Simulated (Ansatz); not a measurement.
Write the native input for Ansatz 0.2.0 that does the following.

| Item | Value |
| --- | --- |
| Task | band structure |
| Functional | PBEsol |
| Potentials or basis | Ansatz PAW |
| Cutoff | 420 eV (not typed: the program's choice for these potentials) |
| k mesh | 7 × 7 × 7 |
| Occupations | fermi-dirac, width 0.05 eV |
| Spin | spin-orbit coupling, no magnetisation |
| Path | [["G", "X", "W", "K", "G", "L", "U", "W", "L", "K"], ["U", "X"]] |
| Points for each segment of the path | 14 |

Crystal: GaGe3.

```xyz
4
Lattice="0.0000 3.3872 3.3872 3.3872 0.0000 3.3872 3.3872 3.3872 0.0000" Properties=species:S:1:pos:R:3 pbc="T T T"
Ge    3.3872    3.3872    3.3872
Ge    5.0808    5.0808    5.0808
Ge    1.6936    1.6936    1.6936
Ga    0.0000    0.0000    0.0000
```

The cell comes from a database or a generator and needn't be the stable form of this composition.

These files were run (other wordings do the same):

input.yaml

```yaml
crystal:
  lattice:
    - [0.0, 3.387167, 3.387167]
    - [3.387167, 0.0, 3.387167]
    - [3.387167, 3.387167, 0.0]
  atoms:
    - { symbol: Ge, position: [0.5, 0.5, 0.5] }
    - { symbol: Ge, position: [0.75, 0.75, 0.75] }
    - { symbol: Ge, position: [0.25, 0.25, 0.25] }
    - { symbol: Ga, position: [0.0, 0.0, 0.0] }
hamiltonian:
  xc: pbesol
  pseudopotentials: { kind: paw_fr }
magnetization:
  noncollinear: true
  spin_orbit: true
kpoints:
  mp_grid: { grid: [7, 7, 7] }
  band_path:
    path:
      - [[0.0, 0.0, 0.0], [0.5, 0.0, 0.5], [0.5, 0.25, 0.75], [0.375, 0.375, 0.75], [0.0, 0.0, 0.0], [0.5, 0.5, 0.5], [0.625, 0.25, 0.625], [0.5, 0.25, 0.75], [0.5, 0.5, 0.5], [0.375, 0.375, 0.75]]
      - [[0.625, 0.25, 0.625], [0.5, 0.0, 0.5]]
    npoints: 14
scf:
  occupations: { method: fermi_dirac, width: 0.05 }
  n_extra_bands: 10
output:
  forces: true
  stress: true
  eigenvalues: true
  fatbands: true
```

Potentials or basis: Ansatz PAW.

Run with:

```sh
$ ansatz run input.yaml --threads 2 --pin off --max-ram 5632MiB --backend cpu --events-out ev --progress --plain --runs-dir out
```

It gave:

```yaml
Pressure: -3.9 GPa
Band_gap_on_the_k_mesh: none (metal or under the smearing width)
```

Caveat: the PAW data sets come from PBE, with cores solved anew for the run's functional, which leaves a small shift of forces and pressure.

Run time: 120 s on 2 threads of Arm Neoverse V2 (shared host), peak memory 0.94 GiB.
